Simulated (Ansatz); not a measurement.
# BF₂H₃OSi: a ladder of functionals and wavefunction methods

One table from this session's results is given with a row withheld; the runs are named, their logs left out.

Computed with Ansatz 0.2.0, Gaussian basis. Level: functionals in def2-TZVPP, the program's frozen cores in correlated methods.

The runs, in order: LDA (SPW92), PBE-D4, revPBE-D4, BLYP-D4, r2SCAN-D4, B97M-V, PBE0-D4, B3LYP-D4, r2SCANh-D4, r2SCAN0-D4, HSE06-D4, BHLYP-D4, CAM-B3LYP-D4, LC-ωPBE, ωB97X-V, ωB97M-V, B2PLYP, PBE-QIDH; CCSD(T)/def2-SVP; CCSD(T)/def2-TZVPP; MP2/def2-QZVPP; extrapolation to the limit; RPA on PBE.

**The relaxed structure**

All runs share one geometry, relaxed beforehand with PBE0-D4 in a triple-zeta def2 set.

SMILES `B[Si](O)(F)F`, 8 atoms, charge 0, spin multiplicity 1.

Atoms are counted from 1 here; the program's logs count them from 0.

Bond lengths: B1–Si2 2.002 Å, B1–H6 1.193 Å, B1–H7 1.193 Å, Si2–O3 1.623 Å, Si2–F4 1.593 Å, Si2–F5 1.593 Å, O3–H8 0.959 Å. Angles: Si2–B1–H6 122.2°, Si2–B1–H7 119.5°, H6–B1–H7 118.3°, B1–Si2–O3 109.4°, B1–Si2–F4 108.9°, B1–Si2–F5 114.4°, O3–Si2–F4 111.1°, O3–Si2–F5 108.6°, F4–Si2–F5 104.4°, Si2–O3–H8 120.0°.

Geometry (Å):

```xyz
8
charge 0, multiplicity 1
B    -1.11170    0.98316    0.17118
Si    0.36424   -0.26778   -0.34240
O     0.81897   -1.12746    0.95697
F    -0.14994   -1.22151   -1.50987
F     1.65010    0.44829   -0.95243
H    -1.08910    2.14233   -0.10928
H    -2.05608    0.56365    0.76779
H     1.66571   -1.57778    0.96214
```

The first run:

in.yaml reads:

```yaml
crystal:
  periodic: [false, false, false]
  atoms:
    - {symbol: B, position_ang: [-1.111695, 0.983161, 0.171184]}
    - {symbol: Si, position_ang: [0.364240, -0.267778, -0.342404]}
    - {symbol: O, position_ang: [0.818965, -1.127456, 0.956973]}
    - {symbol: F, position_ang: [-0.149938, -1.221509, -1.509869]}
    - {symbol: F, position_ang: [1.650102, 0.448291, -0.952427]}
    - {symbol: H, position_ang: [-1.089102, 2.142327, -0.109281]}
    - {symbol: H, position_ang: [-2.056079, 0.563651, 0.767788]}
    - {symbol: H, position_ang: [1.665708, -1.577785, 0.962139]}
basis:
  gaussian: {orbitals: def2-TZVPP}
hamiltonian: {xc: lda}
output: {orbitals: {seedname: orbitals}}
```

The run is started by

```sh
$ ansatz run in.yaml --threads 2 --pin off --events-out ev --progress --plain --max-ram 4352MiB
```

Among the steps run: LDA; PBE-D4 (GGA); revPBE-D4 (GGA); BLYP-D4 (GGA); r2SCAN-D4 (meta-GGA); B97M-V (meta-GGA); PBE0-D4 (hybrid); B3LYP-D4 (hybrid); r2SCANh-D4 (hybrid); r2SCAN0-D4 (hybrid); HSE06-D4 (hybrid); BHLYP-D4 (hybrid); CAM-B3LYP-D4 (range-separated); LC-ωPBE (range-separated); ωB97X-V (range-separated); ωB97M-V (range-separated); B2PLYP (double hybrid); PBE-QIDH (double hybrid).

One of the session's tables, all rows but one given; the rest of the session is left out.

It belongs to the step «Orbital energies across the functionals». 

```
  functional  HOMO (eV)  LUMO (eV)  gap (eV)
 LDA (SPW92)      -7.89      -4.22      3.67
      PBE-D4      -7.76      -3.90      3.86
   revPBE-D4      -7.70      -3.76      3.94
     BLYP-D4      -7.68      -3.72      3.96
   r2SCAN-D4      -8.07      -3.53      4.54
      B97M-V      -8.14      -3.67      4.47
     PBE0-D4      -9.17      -2.86      6.31
    B3LYP-D4      -8.97      -3.07      5.90
  r2SCANh-D4      -8.59      -3.17      5.41
  r2SCAN0-D4      -9.37      -2.65      6.72
    HSE06-D4      -8.76      -3.24      5.52
    BHLYP-D4     -10.51      -1.76      8.75
CAM-B3LYP-D4     -10.62      -1.71      8.91
     LC-ωPBE     -11.96      -0.44     11.52
     ωB97X-V          ?          ?         ?
     ωB97M-V     -11.39      -0.84     10.56
```

Q: Estimate the row for ωB97X-V from the others.

**Answer.** HOMO (eV): -11.59; LUMO (eV): -0.56; gap (eV): 11.04. In the column «HOMO (eV)» it lies between LC-ωPBE (-11.96) and ωB97M-V (-11.39).
